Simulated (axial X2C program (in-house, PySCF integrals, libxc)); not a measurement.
# HTaH: bond lengths and stretches, held linear

Aim: the two bond lengths and stretching wavenumbers of linear HTaH, with and without spin–orbit coupling, at PBE0, HF, BHandHLYP, MP2.

Program: an in-house X2C program for linear molecules on PySCF integrals. Level of theory: all-electron X2C, two-component (2c) or spin-free, H dyall-v3z, Ta dyall-v3z. These are calculated values, not measurements.

All values are calculated.

2 further runs of the same task are left out: 2 set aside as unsound or not needed.

## (1) Input

task.json reads:

```json
{"zs": [1, 73, 1], "q": 0, "bas": ["dyall-v3z", "dyall-v3z", "dyall-v3z"], "r0": [1.78, 1.78], "symm": 1, "scan": ["PBE0", "HF", "BHandHLYP"], "levels": ["PBE0", "HF", "BHandHLYP"], "nst": 2}
```

Keys: zs atomic numbers; q charge; bas basis sets; r0 starting distance in Å; symm equal bonds; scan levels of the two-bond scan (MP2 follows by itself at each HF point); levels methods; nst determinants followed.

Run with:

```sh
> python solin.py task.json out
```

Masses H 1.008, Ta 180.948, H 1.008 u.

## (2) Scan at PBE0, 2c

State: Ω = 3/2 (beyond evenly filled blocks: ω = 1/2, ω = -3/2, ω = 5/2). Energies above the lowest point, from the job's result record:

```csv
r(H–Ta) (Å),r(Ta–H) (Å),E (meV)
1.8330,1.8330,25.02
1.8330,1.8800,11.00
1.8330,1.9270,19.23
1.8800,1.8330,11.00
1.8800,1.8800,0.00
1.8800,1.9270,11.06
1.8800,1.9740,40.74
1.9270,1.8330,19.23
1.9270,1.8800,11.06
1.9270,1.9270,24.77
1.9740,1.8800,40.74
1.9740,1.9740,91.44
```

A quadratic surface with cubic terms in each bond gives the minimum at 1.879 and 1.879 Å, force constants 1.6, 1.6 and coupling 0.19 mdyn/Å.

## (3) Scan at HF, 2c

State: Ω = 3/2 (beyond evenly filled blocks: ω = 1/2, ω = -3/2, ω = 5/2). Energies above the lowest point, from the job's result record:

```csv
r(H–Ta) (Å),r(Ta–H) (Å),E (meV)
1.8330,1.8330,48.40
1.8330,1.8800,22.64
1.8330,1.9270,21.11
1.8800,1.8330,22.64
1.8800,1.8800,0.00
1.8800,1.9270,1.41
1.8800,1.9740,23.26
1.9270,1.8330,21.11
1.9270,1.8800,1.41
1.9270,1.9270,5.57
1.9740,1.8800,23.26
1.9740,1.9740,56.90
```

A quadratic surface with cubic terms in each bond gives the minimum at 1.898 and 1.898 Å, force constants 1.64, 1.64 and coupling 0.20 mdyn/Å.

## (4) Scan at BHandHLYP, 2c

State: Ω = 3/2 (beyond evenly filled blocks: ω = 1/2, ω = -3/2, ω = 5/2). Energies above the lowest point, from the job's result record:

```csv
r(H–Ta) (Å),r(Ta–H) (Å),E (meV)
1.8330,1.8330,23.88
1.8330,1.8800,10.39
1.8330,1.9270,19.66
1.8800,1.8330,10.39
1.8800,1.8800,0.00
1.8800,1.9270,12.20
1.8800,1.9740,43.48
1.9270,1.8330,19.66
1.9270,1.8800,12.20
1.9270,1.9270,27.14
1.9740,1.8800,43.48
1.9740,1.9740,97.28
```

A quadratic surface with cubic terms in each bond gives the minimum at 1.877 and 1.877 Å, force constants 1.64, 1.64 and coupling 0.20 mdyn/Å.

## (5) Comparison

| level | r(H–Ta) (Å) | r(Ta–H) (Å) | lower stretch (cm⁻¹) | upper stretch (cm⁻¹) |
| --- | --- | --- | --- | --- |
| PBE0, 2c | 1.879 | 1.879 | 1546.3 | 1735.7 |
| HF, 2c | 1.898 | 1.898 | 1563.9 | 1758.4 |
| BHandHLYP, 2c | 1.877 | 1.877 | 1568.3 | 1761.3 |
| MP2, 2c | 1.870 | 1.870 | 1609.7 | 1795.7 |
| PBE0, spin-free | 1.882 | 1.882 | 1545.1 | 1738.3 |
| HF, spin-free | 1.901 | 1.901 | 1562.2 | 1760.7 |
| BHandHLYP, spin-free | 1.880 | 1.880 | 1568.5 | 1765.4 |
| MP2, spin-free | 1.872 | 1.872 | 1609.1 | 1799.4 |

Scans not shown above were run alike.

**Reading.** Over the levels the H–Ta bond spans 1.870 to 1.901 Å and the Ta–H bond 1.870 to 1.901 Å. At PBE0 going from spin-free to two-component moves the bonds by -0.003 and -0.003 Å. Each state is one determinant, the lowest of a limited PBE0 search; the stretches come from a fit to few points and are good to some per cent at best. MP2 freezes inner shells (threshold -2 hartree). The molecule was held linear; bending was not examined, so a bent shape may lie lower. Note: several unpaired electrons, one determinant need not be a pure state.
